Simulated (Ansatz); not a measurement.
# AlBrH3NO: taking an electron away

The task here is to estimate one member of a computed series from the others.

Method: unrestricted cation, the program's frozen cores in correlated methods; program: Ansatz 0.2.0, Gaussian basis.

Levels to be run: UKS PBE-D4/def2-TZVPP; UKS r2SCAN-D4/def2-TZVPP; UKS PBE0-D4/def2-TZVPP; UKS B3LYP-D4/def2-TZVPP; UKS wB97X-V/def2-TZVPP; UKS wB97M-V/def2-TZVPP; UKS B2PLYP/def2-TZVPP; UHF-CCSD(T)/def2-TZVPP; UHF-MP2/def2-QZVPP; extrapolation to the limit; then −ε(HOMO) from the neutral's earlier runs with LDA (SPW92), PBE-D4, revPBE-D4, BLYP-D4, r2SCAN-D4, B97M-V, PBE0-D4, B3LYP-D4, r2SCANh-D4, r2SCAN0-D4, HSE06-D4, BHLYP-D4, CAM-B3LYP-D4, LC-ωPBE, ωB97X-V, ωB97M-V.

## The relaxed structure

An earlier PBE0-D4 in a triple-zeta def2 set relaxation fixed the geometry.

SMILES `[NH2][Al]([OH])[Br]`, 7 atoms, charge 0, spin multiplicity 1.

Atoms are counted from 1 here; the program's logs count them from 0.

Bond lengths: N1–Al2 1.755 Å, N1–H5 1.006 Å, N1–H6 1.007 Å, Al2–O3 1.686 Å, Al2–Br4 2.245 Å, O3–H7 0.955 Å. Angles: Al2–N1–H5 125.9°, Al2–N1–H6 123.4°, H5–N1–H6 110.7°, N1–Al2–O3 124.3°, N1–Al2–Br4 118.5°, O3–Al2–Br4 117.2°, Al2–O3–H7 124.7°.

The first run:

File in.yaml:

```yaml
crystal:
  periodic: [false, false, false]
  atoms:
    - {symbol: N, position_ang: [-0.466386, 1.129803, 0.094811]}
    - {symbol: Al, position_ang: [-0.099936, -0.565625, -0.175130]}
    - {symbol: O, position_ang: [1.383817, -1.285151, 0.176417]}
    - {symbol: Br, position_ang: [-1.697830, -1.880318, -1.044946]}
    - {symbol: H, position_ang: [0.163190, 1.815363, 0.476889]}
    - {symbol: H, position_ang: [-1.357532, 1.545641, -0.120134]}
    - {symbol: H, position_ang: [2.135880, -0.827615, 0.546393]}
basis:
  gaussian: {orbitals: def2-TZVPP}
total_charge: 1
magnetization: {spin_polarized: true, initial_magnetization: 1}
hamiltonian: {xc: pbe, dispersion: d4}
```

Launch:

```bash
ansatz run in.yaml --threads 2 --pin off --events-out ev --progress --plain --max-ram 32768MiB --backend cpu
```

Among the steps run: Cation, UKS PBE-D4/def2-TZVPP; Cation, UKS r2SCAN-D4/def2-TZVPP; Cation, UKS PBE0-D4/def2-TZVPP; Cation, UKS B3LYP-D4/def2-TZVPP; Cation, UKS wB97X-V/def2-TZVPP; Cation, UKS wB97M-V/def2-TZVPP; Cation, UKS B2PLYP (frozen core)/def2-TZVPP; Cation, UHF-CCSD(T)/def2-TZVPP; Cation, UHF-MP2/def2-QZVPP.

One of the session's tables, all rows but one given; the rest of the session is left out.

It belongs to the step «Ionisation energies side by side». For comparison, −ε(HOMO) of the neutral from earlier runs:

| functional | −ε(HOMO) (eV) |
| --- | --- |
| LDA (SPW92) | 6.49 |
| PBE-D4 | 6.29 |
| revPBE-D4 | 6.22 |
| BLYP-D4 | 6.16 |
| r2SCAN-D4 | 6.61 |
| B97M-V | 6.63 |
| PBE0-D4 | 7.73 |
| B3LYP-D4 | 7.47 |
| r2SCANh-D4 | 7.15 |
| r2SCAN0-D4 | 7.96 |
| HSE06-D4 | 7.32 |
| BHLYP-D4 | 9.06 |
| CAM-B3LYP-D4 | 9.19 |
| LC-ωPBE | ? |
| ωB97X-V | 10.23 |
| ωB97M-V | 10.12 |

Estimate the missing values for LC-ωPBE.

As computed: −ε(HOMO) (eV): 10.65. In the column «−ε(HOMO) (eV)» it is the highest.
